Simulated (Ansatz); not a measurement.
# ClF2HNNb: how energies converge with the basis set

The task here is to estimate one member of a computed series from the others.

The runs use Ansatz 0.2.0, Gaussian basis; one geometry, several basis sets.

Plan: PBE0-D4/def2-SVP; ωB97M-V/def2-SVP; PBE0-D4/def2-QZVPP; ωB97M-V/def2-QZVPP; the functionals' def2-TZVPP values are taken from earlier runs.

1 further run of the same task is left out (for a known fault of the program). Runs told in other sessions of the task aren't counted.

## The geometry

An earlier PBE0-D4 in a triple-zeta def2 set relaxation fixed the geometry. Nb takes the def2 core potential; no spin-orbit term is included.

SMILES `[NH]=[Nb]([F])([F])[Cl]`, 6 atoms, charge 0, spin multiplicity 1.

Atoms are counted from 1 here; the program's logs count them from 0.

Bond lengths: N1–Nb2 1.727 Å, N1–H6 1.009 Å, Nb2–F3 1.861 Å, Nb2–F4 1.861 Å, Nb2–Cl5 2.292 Å. Angles: Nb2–N1–H6 179.6°, N1–Nb2–F3 107.5°, N1–Nb2–F4 107.5°, N1–Nb2–Cl5 107.4°, F3–Nb2–F4 111.4°, F3–Nb2–Cl5 111.4°, F4–Nb2–Cl5 111.4°.

Set-up of the first run:

The input, in.yaml:

```yaml
crystal:
  periodic: [false, false, false]
  atoms:
    - {symbol: N, position_ang: [-0.773713, 0.484762, 0.885618]}
    - {symbol: Nb, position_ang: [0.273507, -0.259652, -0.269103]}
    - {symbol: F, position_ang: [1.802799, -0.811463, 0.637039]}
    - {symbol: F, position_ang: [-0.640690, -1.705528, -1.002593]}
    - {symbol: Cl, position_ang: [0.765825, 1.313920, -1.860841]}
    - {symbol: H, position_ang: [-1.385730, 0.913962, 1.563580]}
basis:
  gaussian: {orbitals: def2-SVP}
hamiltonian: {xc: pbe0, dispersion: d4}
output: {orbitals: {seedname: orbitals}}
```

The run is started by

```
$ ansatz run in.yaml --threads 4 --pin off --events-out ev --progress --plain --max-ram 10444MiB
```

Steps of the session up to this table: PBE0-D4 in def2-SVP; ωB97M-V in def2-SVP; PBE0-D4 in def2-QZVPP; ωB97M-V in def2-QZVPP.

One table of the session follows, with a row left open; its other results are not shown here.

It belongs to the step «Density functionals: the series». 

| functional | basis | HOMO (eV) | LUMO (eV) |
| --- | --- | --- | --- |
| PBE0-D4 | def2-SVP | -8.77 | -2.07 |
| PBE0-D4 | def2-TZVPP | -8.80 | -2.14 |
| PBE0-D4 | def2-QZVPP | -8.81 | -2.17 |
| ωB97M-V | def2-SVP | -10.98 | 0.14 |
| ωB97M-V | def2-TZVPP | -11.04 | 0.03 |
| ωB97M-V | def2-QZVPP | ? | ? |

Estimate the missing values for ωB97M-V, def2-QZVPP.

The run gave: HOMO (eV): -11.06; LUMO (eV): -0.01. In the column «HOMO (eV)» it is the lowest.
